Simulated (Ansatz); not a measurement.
# FHMoO₃: how energies converge with the basis set

The task here is to estimate one member of a computed series from the others.

Computed with Ansatz 0.2.0, Gaussian basis. Level: one geometry, several basis sets.

Levels to be run: PBE0-D4/def2-SVP; ωB97M-V/def2-SVP; PBE0-D4/def2-QZVPP; ωB97M-V/def2-QZVPP; the functionals' def2-TZVPP values are taken from earlier runs.

## The geometry

All runs share one geometry, relaxed beforehand with PBE0-D4 in a triple-zeta def2 set. Mo takes the def2 core potential; no spin-orbit term is included.

SMILES `[O]=[Mo](=[O])([OH])[F]`, 6 atoms, charge 0, spin multiplicity 1.

Atoms are counted from 1 here; the program's logs count them from 0.

Bond lengths: O1–Mo2 1.669 Å, Mo2–O3 1.670 Å, Mo2–O4 1.860 Å, Mo2–F5 1.844 Å, O4–H6 0.961 Å. Angles: O1–Mo2–O3 107.9°, O1–Mo2–O4 108.8°, O1–Mo2–F5 110.0°, O3–Mo2–O4 110.0°, O3–Mo2–F5 109.7°, O4–Mo2–F5 110.4°, Mo2–O4–H6 124.6°.

Set-up of the first run:

in.yaml

```yaml
crystal:
  periodic: [false, false, false]
  atoms:
    - {symbol: O, position_ang: [0.806817, -1.223136, 1.266281]}
    - {symbol: Mo, position_ang: [0.323081, -0.310876, -0.045245]}
    - {symbol: O, position_ang: [-0.557262, -1.300042, -1.062180]}
    - {symbol: O, position_ang: [-0.742648, 1.088452, 0.559150]}
    - {symbol: F, position_ang: [1.798648, 0.343043, -0.936307]}
    - {symbol: H, position_ang: [-1.586434, 1.338560, 0.172301]}
basis:
  gaussian: {orbitals: def2-SVP}
hamiltonian: {xc: pbe0, dispersion: d4}
output: {orbitals: {seedname: orbitals}}
```

Command:

```bash
> ansatz run in.yaml --threads 4 --pin off --events-out ev --progress --plain --max-ram 10444MiB
```

Among the steps run: PBE0-D4 in def2-SVP; ωB97M-V in def2-SVP; PBE0-D4 in def2-QZVPP; ωB97M-V in def2-QZVPP.

One table of the session follows, with a row left open; its other results are not shown here.

| functional | basis | HOMO (eV) | LUMO (eV) |
| --- | --- | --- | --- |
| PBE0-D4 | def2-SVP | ? | ? |
| PBE0-D4 | def2-TZVPP | -9.60 | -2.64 |
| PBE0-D4 | def2-QZVPP | -9.62 | -2.66 |
| ωB97M-V | def2-SVP | -11.96 | -0.45 |
| ωB97M-V | def2-TZVPP | -11.98 | -0.43 |
| ωB97M-V | def2-QZVPP | -12.00 | -0.48 |

Q: Estimate the row for PBE0-D4, def2-SVP from the others.

**Answer.** HOMO (eV): -9.60; LUMO (eV): -2.67.
